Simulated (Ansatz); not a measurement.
# Sn2TeAs2: the cost of one run

Method: DFT PBE, scalar-relativistic, plane waves, PAW, in Ansatz 0.2.0.

1 further run of the same task is left out (it didn't finish).

### 1 The structure to begin with

Symmetry: I4/mmm, No. 139, tetragonal system. The conventional cell has a = 4.841 Å, b = 4.841 Å, c = 11.563 Å, α = 90.00°, β = 90.00°, γ = 90.00°. Sn (site symmetry 4mm) is surrounded by 1 Sn at 2.66 Å and 4 As at 2.88 Å and 4 Te at 3.67 Å. Te (site symmetry 4/mmm) has 8 Sn at 3.67 Å and 8 As at 3.77 Å in its first shell of neighbours. Around As (site symmetry -4m2) lie 4 Sn at 2.88 Å.

Structure file:

```cif
data_structure
_symmetry_space_group_name_H-M 'I4/mmm'
_symmetry_Int_Tables_number 139
_cell_length_a 4.8413
_cell_length_b 4.8413
_cell_length_c 11.5635
_cell_angle_alpha 90.000
_cell_angle_beta 90.000
_cell_angle_gamma 90.000
_cell_volume 271.03
loop_
_atom_site_label
_atom_site_type_symbol
_atom_site_symmetry_multiplicity
_atom_site_Wyckoff_symbol
_atom_site_fract_x
_atom_site_fract_y
_atom_site_fract_z
_atom_site_occupancy
Sn1 Sn 4 e 0.00000 0.00000 0.38500 1
Te1 Te 2 a 0.00000 0.00000 0.00000 1
As1 As 4 d 0.00000 0.50000 0.25000 1
```

Recipe of the guess: species swapped into a database cell of TbSi2Pd2 (I4/mmm, No. 139), with Te on the Tb sites, Sn on the Si sites and As on the Pd sites. Its size is a rough estimate.

### 2 The guess as it stands, on a coarse mesh

File input.yaml:

```yaml
crystal:
  lattice:
    - [-2.4206724, 2.4206724, 5.7817415]
    - [2.4206724, -2.4206724, 5.7817415]
    - [2.4206724, 2.4206724, -5.7817415]
  atoms:
    - { symbol: Sn, position: [0.38499999, 0.38499999, 0.0] }
    - { symbol: Sn, position: [0.61500001, 0.61500001, 0.0] }
    - { symbol: Te, position: [0.0, 0.0, 0.0] }
    - { symbol: As, position: [0.75, 0.25, 0.5] }
    - { symbol: As, position: [0.25, 0.75, 0.5] }
basis:
  ecutwfc: 420
kpoints:
  mp_grid: { grid: [6, 6, 6] }
hamiltonian:
  xc: pbe
scf:
  occupations: { method: gaussian, width: 0.1 }
  lower_state_search: "off"
output:
  forces: true
  stress: true
  eigenvalues: true
```

On the command line:

```bash
$ ansatz run input.yaml --threads 1 --pin off --max-ram 2560MiB --backend cpu --events-out ev --progress --plain --runs-dir out
```

What time and memory should one allow on 1 thread of Arm Neoverse V1, shared host?

About 11 s, with a peak of 0.49 GiB.
